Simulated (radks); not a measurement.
**Excited configurations of Tb⁺**

How tightly is the outer electron of Tb⁺ held in higher orbitals? Ground state, ion and excited configurations are run in turn.

Program: radks (a radial shooting solver on a logarithmic mesh, Libxc functionals) version 1. Level of theory: scalar-relativistic Kohn-Sham, PBE, spin-unpolarised, spherical densities, finite nucleus. These are calculated values, not measurements, unless marked.

## Step 1: What is computed

| Quantity | Value |
| --- | --- |
| element | terbium (Z = 65) |
| charge | +1 |
| electrons | 64 |
| configuration | [Xe] 4f9 6s1 |
| nuclear rms radius | 5.06 fm |

The outer shells:

Tb⁺
```
[Xe] core
4f [↑↓][↑↓][↑ ][↑ ][↑ ][↑ ][↑ ]
6s [↑ ]
```

## Step 2: Ground configuration: [Xe] 4f9 6s1

The run's settings:

```text
Z 65
configuration [Xe] 4f9 6s1
relativity scalar-relativistic
functional pbe,pbe
spin unpolarised
nucleus finite rms 5.06 fm
c 137.035999084
```

## Step 3: The ion: [Xe] 4f9

Changes since step 2:

```diff
@@ -1,3 +1,3 @@
 Z 65
-configuration [Xe] 4f9 6s1
+configuration [Xe] 4f9
 relativity scalar-relativistic
```

## Step 4: Outer electron in 5d: [Xe] 4f9 5d1

Changes since step 3:

```diff
@@ -1,3 +1,3 @@
 Z 65
-configuration [Xe] 4f9
+configuration [Xe] 4f9 5d1
 relativity scalar-relativistic
```

## Step 5: Outer electron in 5f: [Xe] 4f9 5f1

Changes since step 4:

```diff
@@ -1,3 +1,3 @@
 Z 65
-configuration [Xe] 4f9 5d1
+configuration [Xe] 4f9 5f1
 relativity scalar-relativistic
```

## Step 6: Outer electron in 6p: [Xe] 4f9 6p1

Changes since step 5:

```diff
@@ -1,3 +1,3 @@
 Z 65
-configuration [Xe] 4f9 5f1
+configuration [Xe] 4f9 6p1
 relativity scalar-relativistic
```

## Step 7: Outer electron in 6d: [Xe] 4f9 6d1

Changes since step 6:

```diff
@@ -1,3 +1,3 @@
 Z 65
-configuration [Xe] 4f9 6p1
+configuration [Xe] 4f9 6d1
 relativity scalar-relativistic
```

## Step 8: Outer electron in 6f: [Xe] 4f9 6f1

Changes since step 7:

```diff
@@ -1,3 +1,3 @@
 Z 65
-configuration [Xe] 4f9 6d1
+configuration [Xe] 4f9 6f1
 relativity scalar-relativistic
```

## Step 9: Outer electron in 7s: [Xe] 4f9 7s1

Changes since step 8:

```diff
@@ -1,3 +1,3 @@
 Z 65
-configuration [Xe] 4f9 6f1
+configuration [Xe] 4f9 7s1
 relativity scalar-relativistic
```

## Step 10: Outer electron in 7p: [Xe] 4f9 7p1

Changes since step 9:

```diff
@@ -1,3 +1,3 @@
 Z 65
-configuration [Xe] 4f9 7s1
+configuration [Xe] 4f9 7p1
 relativity scalar-relativistic
```

## Step 11: Outer electron in 7d: [Xe] 4f9 7d1

Changes since step 10:

```diff
@@ -1,3 +1,3 @@
 Z 65
-configuration [Xe] 4f9 7p1
+configuration [Xe] 4f9 7d1
 relativity scalar-relativistic
```

## Step 12: Outer electron in 7f: [Xe] 4f9 7f1

Changes since step 11:

```diff
@@ -1,3 +1,3 @@
 Z 65
-configuration [Xe] 4f9 7d1
+configuration [Xe] 4f9 7f1
 relativity scalar-relativistic
```

Before running it: what results should come out? Wanted: for each run, outer orbital; excitation; binding; n*; quantum defect; <r>.

**Answer**, as computed:

| outer orbital | excitation (eV) | binding (eV) | n* | quantum defect | <r> (bohr) |
| --- | --- | --- | --- | --- | --- |
| 5d | 1.953 | 9.569 | 2.385 | 2.615 | 2.982 |
| 5f | 8.024 | 3.498 | 3.944 | 1.056 | 8.716 |
| 6p | 3.367 | 8.155 | 2.583 | 3.417 | 4.798 |
| 6d | 6.829 | 4.693 | 3.405 | 2.595 | 7.562 |
| 6f | 9.164 | 2.358 | 4.804 | 1.196 | 14.87 |
| 7s | 6.014 | 5.509 | 3.143 | 3.857 | 7.718 |
| 7p | 7.145 | 4.377 | 3.526 | 3.474 | 9.286 |
| 7d | 8.631 | 2.891 | 4.338 | 2.662 | 13.26 |
| 7f | 9.838 | 1.684 | 5.685 | 1.315 | 22.36 |

In words: Binding is E(ion) − E, and n* = 2/√(2·binding) in atomic units. The Δ-SCF energy to the ion that was run is 11.522 eV (NIST's first ionisation energy, to the ion's ground state: 11.51 eV, semi-empirical). Mean quantum defects: d 2.62, f 1.19, p 3.45, s 3.86. They fall with l, since high-l orbitals stay out of the core. Self-interaction in the functional shifts them, so they are the method's values and not measured ones. Spin polarisation and multiplet splitting are left out, so open shells lie too high by an amount that depends on their filling. Spin-orbit splitting is averaged out at the scalar-relativistic level.
